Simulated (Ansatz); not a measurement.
# TaCl+ (doublet): the correlation ladder, def2-TZVPP

The task here is to estimate one member of a computed series from the others.

The runs use Ansatz 0.2.0, Gaussian basis; def2-TZVPP, core rule «outside noble gas», up to 9 orbitals frozen.

To be run: UHF; ROHF; CCSD(T) on UHF.

### The geometry

The geometry is a PBE0/def2-TZVP stationary point (not a proven minimum). No spin-orbit coupling is included. Elements past krypton take def2 core potentials.

2 atoms, charge 1, spin multiplicity 2.

Atoms are counted from 1 here; the program's logs count them from 0.

Bond lengths: Ta1–Cl2 2.156 Å.

Set-up of the first run:

Input file in.yaml:

```yaml
crystal:
  periodic: [false, false, false]
  atoms:
    - {symbol: Ta, position_ang: [0.000000, 0.000000, 0.000000]}
    - {symbol: Cl, position_ang: [0.000000, 0.000000, 2.155600]}
basis:
  gaussian: {orbitals: def2-TZVPP}
total_charge: 1
magnetization: {spin_polarized: true, initial_magnetization: 1}
hamiltonian: {xc: hf}
output: {orbitals: {seedname: orbitals}}
```

On the command line:

```console
> ansatz run in.yaml --threads 1 --pin off --events-out ev --progress --plain --max-ram 4096MiB --backend cpu
```

Steps of the session up to this table: UHF; ROHF; CCSD(T) on UHF.

One of the session's tables, all rows but one given; the rest of the session is left out.

| method | from UCCSD(T) (meV) |
| --- | --- |
| ROHF | +8923.7 |
| UHF | +8158.4 |
| UMP2 | +1179.8 |
| UCCSD | ? |
| UCCSD(T) | 0 |

Estimate the missing values for UCCSD.

**Answer.** from UCCSD(T) (meV): +485.4. In the column «from UCCSD(T) (meV)» it lies between UCCSD(T) (0) and UMP2 (+1179.8).

The program flags UCCSD(T) as in doubt (see the logs), so the zero of the table is itself unsure.

Limits of these values: The determinant is far from a pure spin state, so its energy mixes those of several spin states (harmless only where they are near-degenerate, as at dissociation). The program flags UCCSD(T) as in doubt, so the zero of the table is itself unsure. Warnings: spin contamination; coupled cluster took another determinant than the lowest.
